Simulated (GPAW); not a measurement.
InSe2:

```xyz
6
Lattice="3.8949 0.0000 0.0000 0.0000 3.8949 0.0000 0.0000 0.0000 9.6262" Properties=species:S:1:pos:R:3 pbc="T T T"
In    1.9474    0.0000    2.8256
In    0.0000    1.9474    6.8006
Se    1.9474    1.9474    0.0000
Se    0.0000    0.0000    0.0000
Se    1.9474    0.0000    6.1010
Se    0.0000    1.9474    3.5252
```

The cell comes from a database or a generator and needn't be the stable form of this composition.

```yaml
Program: GPAW 26.7.0
Task: relaxation of cell and atoms
Functional: PBEsol
Dispersion: D3(BJ)+ATM
Potentials_or_basis: PAW data sets generated in the run's folder for this functional
Cutoff: 600 eV
Basis: pw
k_mesh: 5 × 5 × 2
Occupations: fermi-dirac, width 0.05 eV
Spin: no spin polarisation
```

At the start: pressure -5.7 GPa; volume 24.34 Å³/atom.

Where does the relaxation end?

Over 19 steps the energy falls by 50.3 meV/atom and the volume is 21.74 Å³/atom (-10.7 %); space group P4/nmm (No. 129, to 0.05 Å).

The path:
```
step  energy change (eV)  largest force (eV/Å)  pressure (GPa)  volume (Å³)
   1              0.0000                0.0735           -5.73       146.03
   2             -0.0322                0.0782           -5.42       145.13
   3             -0.2446                0.1917            0.63       132.23
   4             -0.2515                0.1451           -0.26       133.61
   5             -0.2560                0.1196           -0.45       133.78
   6             -0.2786                0.0342           -0.87       133.32
   7             -0.2866                0.1073           -0.54       132.11
   8             -0.2887                0.1175           -0.16       131.30
   9             -0.2899                0.1037            0.09       130.85
  10             -0.2917                0.0710            0.33       130.40
  11             -0.2945                0.0525            0.51       130.00
  12             -0.2972                0.0527            0.41       129.96
  13             -0.2984                0.0734            0.16       130.25
  14             -0.2989                0.0705            0.00       130.47
  15             -0.2995                0.0671           -0.15       130.68
  16             -0.3003                0.0600           -0.28       130.85
  17             -0.3013                0.0370           -0.30       130.85
  18             -0.3017                0.0108           -0.16       130.63
  19             -0.3018                0.0046           -0.03       130.45
```

Final structure:
```
CELL_PARAMETERS angstrom
3.80751 0.00000 0.00000
0.00000 3.80751 0.00000
0.00000 0.00000 8.99827
ATOMIC_POSITIONS crystal
In 0.50000 0.00000 0.29662
In 0.00000 0.50000 0.70338
Se 0.50000 0.50000 0.00000
Se 0.00000 0.00000 0.00000
Se 0.50000 0.00000 0.63009
Se 0.00000 0.50000 0.36991
```

Caveat: later steps reuse the first step's grids; pairwise dispersion overbinds metals, which lowers pressure and volume.
